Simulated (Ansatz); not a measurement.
Task: energies of removing a hydrogen of C₂H₃FGeO, SMILES FC1=[C]([GeH3])O1, with Ansatz's Python interface. Give the script and its output. Level of theory (for the species named): PBE0, 6-31G* basis, multiplicity 1.

```xyz
8

F    -0.0873   -1.0634    2.7807
C     0.5021   -0.7821    1.5994
C     0.4608   -0.2868    0.3236
Ge   -0.3764    0.5660   -1.1048
O     1.6408   -0.8715    0.8117
H    -1.5286    1.5221   -0.5227
H     0.5738    1.3698   -1.9618
H    -1.0931   -0.5112   -1.9820
```

`c2h3fgeo.py`:
```python
import ansatz


def energy(molecule, charge=0, unpaired=0):
    calc = (
        molecule.calculation()
        .basis(gaussian="6-31G*")
        .functional("PBE0")
        .scf(lower_state_search="standard")
    )
    if charge:
        calc = calc.charge(charge)
    if unpaired:
        calc = calc.spin("collinear", total=unpaired)
    report = calc.run().report
    if report["published_state_doubts"]:
        print("  doubts:", report["published_state_doubts"])
    return report["free_energy_ev"]

GEOMETRY = """
F    -0.08730   -1.06340    2.78070
C     0.50210   -0.78210    1.59940
C     0.46080   -0.28680    0.32360
Ge   -0.37640    0.56600   -1.10480
O     1.64080   -0.87150    0.81170
H    -1.52860    1.52210   -0.52270
H     0.57380    1.36980   -1.96180
H    -1.09310   -0.51120   -1.98200
"""

def without(molecule, index):
    rest = ansatz.Crystal.molecule()
    for i, site in enumerate(molecule.cartesian_sites):
        if i != index:
            rest = rest.atom(site.symbol, site.position_ang)
    return rest

mol = ansatz.Crystal.molecule()
for line in GEOMETRY.strip().splitlines():
    symbol, *xyz = line.split()
    mol = mol.atom(symbol, [float(v) for v in xyz])

whole = energy(mol, 0)
hydrogen = energy(ansatz.Crystal.molecule().atom("H", (0, 0, 0)), 0, 1)
print(f"E(molecule) = {whole:.5f} eV, E(H) = {hydrogen:.5f} eV")
for index in [7]:
    radical = energy(without(mol, index), 0, 1)
    print(f"H{index}: homolysis {23.060548 * (radical + hydrogen - whole):.1f} kcal/mol")
    anion = energy(without(mol, index), -1)
    print(f"H{index}: loss of a proton {23.060548 * (anion - whole):.1f} kcal/mol")
```

Running `python c2h3fgeo.py` prints:
```text
E(molecule) = -63376.84575 eV, E(H) = -13.58146 eV
H7: homolysis 69.7 kcal/mol
H7: loss of a proton 368.1 kcal/mol
```

What to keep in mind:
- These settings explore the input space; basis and method may be short of convergence.
- The geometry is a force-field or estimated start, not a minimum of this method, and the basis set is short of its limit. All parts are taken at fixed geometry, without zero-point energy.
- The expectation value of S² is noticeably off S(S+1) in at least one run, so that state is spin-contaminated.
- Anions want diffuse functions, which this basis lacks.
- Run time: 16 s on 1 thread of Arm Neoverse V2 (shared host), peak memory 0.34 GiB.
